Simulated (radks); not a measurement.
# Zr²⁺ in [Kr] 4d2: an all-electron calculation

Wanted: eigenvalues, radial structure and energy terms of the zirconium ion Zr2+.

Program: radks (a radial shooting solver on a logarithmic mesh, Libxc functionals) version 1. Level of theory: Dirac Kohn-Sham, OLYP, spin-unpolarised, spherical densities, point nucleus; open shells are shared between the two j in proportion to 2j + 1. These are calculated values, not measurements, unless marked.

**1. The atom as given**

* element: zirconium (Z = 40)
* charge: +2
* electrons: 38
* configuration: [Kr] 4d2

The outer shells:

Zr²⁺
```
[Kr] core
4d [↑ ][↑ ][  ][  ][  ]
```

**2. The calculation**

The run's settings:

```text
Z 40
configuration [Kr] 4d2
relativity Dirac
functional optx,lyp
spin unpolarised
j_filling average
nucleus point
c 137.035999084
```

The run is started by

```sh
> python run_ks.py task.json out
```

All runs below come from this command, one after another.

Q: Predict the outcome of this run.

The runs gave:

| quantity | value |
| --- | --- |
| total energy | -3599.70891 hartree |
| exchange-correlation share of it | 3.20 % |
| −T/E | 1.0334 |
| highest occupied level | 4d5/2, -17.166 eV |
| most extended occupied level | 4d5/2, <r> = 2.01 bohr |
| radius at density 0.001 e/bohr³ | 3.65 bohr |
| maxima of the radial density | 4 |
| ionisation energy, NIST | 23.170 (semi-emp.) eV |

What this shows: The radial density shows 4 maxima for 4 occupied principal shells. Relativity lifts −T/E to 1.033. Minus the highest eigenvalue, 17.166 eV, is 74 % of the tabulated ionisation energy (23.170 eV); the potential of a semilocal functional falls off too fast, so its top eigenvalue is too shallow. Spin polarisation and multiplet splitting are left out. Sharing an open shell by 2j + 1 raises it above the true ground level by a part of the spin-orbit splitting, which enters the differences from NIST.
